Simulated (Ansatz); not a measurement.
What does this script print? It uses the Python package of Ansatz (0.2.0).

`kconv_hfc.py`
```python
'''k-point test for HfC.'''

import warnings

import ansatz as az
from tabulate import tabulate

warnings.simplefilter('ignore', az.DeckWarning)

lattice = az.Lattice.of(
    [3.342866, 0.0, 0.0],
    [-1.671433, 2.895007, 0.0],
    [0.0, 0.0, 5.202714],
)
sites = [
    ('Hf', [2 / 3, 1 / 3, 0.75]),
    ('Hf', [1 / 3, 2 / 3, 0.25]),
    ('C', [0.0, 0.0, 0.0]),
    ('C', [0.0, 0.0, 0.5]),
]
crystal = az.Crystal(lattice=lattice)
for symbol, position in sites:
    crystal = crystal.atom(symbol, position)

job = (
    crystal.calculation()
    .functional(az.Functional.PBESOL)
    .pseudopotentials('paw')
    .occupations('fermi_dirac', width=0.05)
    .scf(tolerance=1e-07)
    .forces()
    .stress()
)

rows = []
for value in [1.0, 0.6, 0.4, 0.3]:
    report = job.kpoints(spacing=value).run(threads=1).report
    rows.append((value, report['free_energy_ev'] / len(report['lattice']['sites']), report['n_iterations'], sum(report['stress_gpa'][i][i] for i in range(3)) / 3, max(abs(f) for row in report['forces_ev_ang'] for f in row), report['n_kpoints']))

print(tabulate(rows, headers=['spacing (1/A)', 'F/atom (eV)', 'iterations', 'P (GPa)', 'max component (eV/A)', 'k-points'], floatfmt='.4f', tablefmt='simple'))

# differences from the last row
for row in rows[:-1]:
    shift = 1000 * (row[1] - rows[-1][1])
    print(f'{row[0]}: {shift:+.2f} meV/atom' + ('  (within 1 meV)' if abs(shift) < 1 else ''))
```

```console
$ python kconv_hfc.py
  spacing (1/A)    F/atom (eV)    iterations    P (GPa)    max component (eV/A)    k-points
---------------  -------------  ------------  ---------  ----------------------  ----------
         1.0000     -7923.1587             7    -7.3654                  0.0000           6
         0.6000     -7923.1718             7    -7.6661                  0.0000           8
         0.4000     -7923.1570             7    -7.3078                  0.0000          21
         0.3000     -7923.1524             8    -7.3806                  0.0000          30
1.0: -6.28 meV/atom
0.6: -19.39 meV/atom
0.4: -4.65 meV/atom
```

The program warned that this SCF threshold is loose for forces or stresses. Forces vanish by symmetry here and test nothing. Pressure is positive in compression. Spin-orbit coupling, which matters for elements this heavy, is left out. At these settings the cell as given stands under about -7 GPa, so it isn't at this functional's equilibrium volume. This cell is a computed structure, which may not be the phase found in nature. Shifts are counted from the finest mesh, which is itself no proven limit. The script silences the warnings on its input, which a real study should read. Run time: 6.2 s on 1 thread of Arm Neoverse V2, on a shared host, peak memory 0.41 GiB.

(Lines on the test bed's own set-up are left out of the output.)
